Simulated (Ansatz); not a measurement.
# BCl2GeH5Si: up Jacob's ladder to CCSD(T)

One table from this session's results is given with a row withheld; the runs are named, their logs left out.

Program: Ansatz 0.2.0, Gaussian basis. Level of theory: functionals in def2-TZVPP, the program's frozen cores in correlated methods. These are calculated values, not measurements.

Levels to be run: PBE-D4, r2SCAN-D4, PBE0-D4, B3LYP-D4, ωB97X-V, ωB97M-V, B2PLYP; CCSD(T)/def2-TZVPP; MP2/def2-QZVPP; extrapolation to the limit.

**The geometry**

The geometry comes from an earlier relaxation with PBE0-D4 in a triple-zeta def2 set; it is a stationary point, not always the lowest conformer.

SMILES `[SiH3][GeH2][B](Cl)Cl`, 10 atoms, charge 0, spin multiplicity 1.

Atoms are counted from 1 here; the program's logs count them from 0.

Bond lengths: Si1–Ge2 2.385 Å, Si1–H6 1.486 Å, Si1–H7 1.486 Å, Si1–H8 1.486 Å, Ge2–B3 2.060 Å, Ge2–H9 1.538 Å, Ge2–H10 1.538 Å, B3–Cl4 1.743 Å, B3–Cl5 1.743 Å. Angles: Ge2–Si1–H6 110.5°, Ge2–Si1–H7 109.6°, Ge2–Si1–H8 109.6°, H6–Si1–H7 109.1°, H6–Si1–H8 109.1°, H7–Si1–H8 108.9°, Si1–Ge2–B3 107.7°, Si1–Ge2–H9 109.3°, Si1–Ge2–H10 109.3°, B3–Ge2–H9 110.7°, B3–Ge2–H10 110.7°, H9–Ge2–H10 109.2°, Ge2–B3–Cl4 120.6°, Ge2–B3–Cl5 120.7°, Cl4–B3–Cl5 118.6°.

Set-up of the first run:

in.yaml

```yaml
crystal:
  periodic: [false, false, false]
  atoms:
    - {symbol: Si, position_ang: [-0.736478, -0.917101, 1.264469]}
    - {symbol: Ge, position_ang: [0.985663, 0.132471, -0.008323]}
    - {symbol: B, position_ang: [0.097763, 1.050280, -1.624569]}
    - {symbol: Cl, position_ang: [-0.167062, 0.174596, -3.108458]}
    - {symbol: Cl, position_ang: [-0.484233, 2.689342, -1.508012]}
    - {symbol: H, position_ang: [-0.162493, -1.595262, 2.456164]}
    - {symbol: H, position_ang: [-1.436189, -1.922140, 0.422031]}
    - {symbol: H, position_ang: [-1.718332, 0.105279, 1.711937]}
    - {symbol: H, position_ang: [1.992982, -0.932140, -0.474161]}
    - {symbol: H, position_ang: [1.711479, 1.163577, 0.871922]}
basis:
  gaussian: {orbitals: def2-TZVPP}
hamiltonian: {xc: pbe, dispersion: d4}
output: {forces: true, orbitals: {seedname: orbitals}}
```

On the command line:

```bash
$ ansatz run in.yaml --threads 2 --pin off --events-out ev --progress --plain --max-ram 31744MiB --backend cuda --devices 0, --max-vram 18GiB
```

Among the steps run: PBE-D4 (GGA); r2SCAN-D4 (meta-GGA); PBE0-D4 (hybrid); B3LYP-D4 (hybrid); ωB97X-V (range-separated); ωB97M-V (range-separated); B2PLYP (double hybrid); CCSD(T) in def2-TZVPP; MP2 in def2-QZVPP.

One of the session's tables, all rows but one given; the rest of the session is left out.

| method | atomisation energy (kJ/mol) |
| --- | --- |
| PBE-D4 | 2995.7 |
| r2SCAN-D4 | 3010.2 |
| PBE0-D4 | 2976.6 |
| B3LYP-D4 | 2956.3 |
| ωB97X-V | 3004.0 |
| ωB97M-V | 2979.7 |
| B2PLYP | 2925.4 |
| HF/def2-TZVPP | 2244.7 |
| MP2/def2-TZVPP | 2941.2 |
| CCSD/def2-TZVPP | 2866.2 |
| CCSD(T)/def2-TZVPP | ? |
| MP2/CBS | 3009.9 |
| CCSD(T)/CBS | 2980.8 |

**Question.** Estimate the row for CCSD(T)/def2-TZVPP.

As computed: atomisation energy (kJ/mol): 2912.0. In the column «atomisation energy (kJ/mol)» it lies between CCSD/def2-TZVPP (2866.2) and B2PLYP (2925.4).
